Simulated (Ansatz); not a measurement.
Run this with Ansatz 0.2.0, Python API and show what comes out.

`ch4cl2ssn_opt.py`
```python
"""Geometry optimisation of CH4Cl2SSn."""

import itertools

import ansatz as az
from ase import Atoms
from ase.data import atomic_numbers, covalent_radii
import numpy as np


def main() -> None:
    atoms = Atoms(["C", "Sn", "S", "Cl", "Cl", "H", "H", "H", "H"], positions=[
        [-1.2919, -0.261, 0.3069],
        [0.5402, 0.2403, -0.6165],
        [2.2592, -0.9889, 0.49],
        [0.5571, -0.3505, -2.8941],
        [0.9651, 2.5449, -0.4394],
        [-1.539, -1.2878, 0.2018],
        [-2.1181, 0.3545, -0.2109],
        [-1.2708, 0.0827, 1.3609],
        [1.9866, -0.3805, 1.7842],
    ])
    ch4cl2ssn = az.Crystal.molecule_from_ase(atoms)

    calc = (
        ch4cl2ssn.calculation()
        .basis(gaussian="def2-SVP")
        .functional("pbe")
    )
    symbols = [site.symbol for site in ch4cl2ssn.cartesian_sites]
    start = np.array([site.position_ang for site in ch4cl2ssn.cartesian_sites], dtype=float)
    data = calc.relax(force_tolerance=0.005).run().report
    end = np.array(data["positions_ang"])

    print(f"E = {data['free_energy_ev']:.6f} eV = {data['free_energy_ev'] / 27.211386246:.7f} Ha")
    print("converged:", data["converged"], " doubts:", data["published_state_doubts"] or "none")

    # pairs closer than 1.2 times the sum of covalent radii, before or after
    radius = [covalent_radii[atomic_numbers[s]] for s in symbols]
    span = lambda where, i, j: np.linalg.norm(where[i] - where[j])
    bonded = [(i, j) for i, j in itertools.combinations(range(len(symbols)), 2) if min(span(start, i, j), span(end, i, j)) < 1.2 * (radius[i] + radius[j])]
    print("pair        before    after (A)")
    for i, j in bonded:
        print(f"{symbols[i]}{i}-{symbols[j]}{j}".ljust(10), f"{span(start, i, j):8.4f} {span(end, i, j):8.4f}")

    charges = data["charge_distribution"]
    print("dipole moment", round(4.803205 * float(np.linalg.norm(charges["dipole_moment_e_ang"])), 3), "D")
    print("Mulliken:", [(s, round(q, 3)) for s, q in zip(symbols, charges["mulliken_charges_e"])])


if __name__ == "__main__":
    main()
```

```console
$ python ch4cl2ssn_opt.py
E = -42789.042195 eV = -1572.4682972 Ha
converged: True  doubts: none
pair        before    after (A)
C0-Sn1       2.1120   2.1555
C0-H5        1.0613   1.1057
C0-H6        1.1531   1.1054
C0-H7        1.1088   1.1054
Sn1-S2       2.3854   2.4304
Sn1-Cl3      2.3530   2.3750
Sn1-Cl4      2.3501   2.3747
S2-H8        1.4558   1.3636
dipole moment 2.329 D
Mulliken: [('C', -0.291), ('Sn', 0.604), ('S', -0.22), ('Cl', -0.248), ('Cl', -0.249), ('H', 0.094), ('H', 0.099), ('H', 0.099), ('H', 0.112)]
```

What to keep in mind:
- Total energies depend on the basis set; only differences at equal settings carry meaning.
- The end point is the stationary point reached from this start; no frequency run checks that it is a minimum, and the basis set is modest.
- def2 sets replace the cores of elements past krypton by effective core potentials.
- Hardware and time: 7.1 min on 1 thread of Arm Neoverse V1, with other jobs on the host, peak memory 0.24 GiB.
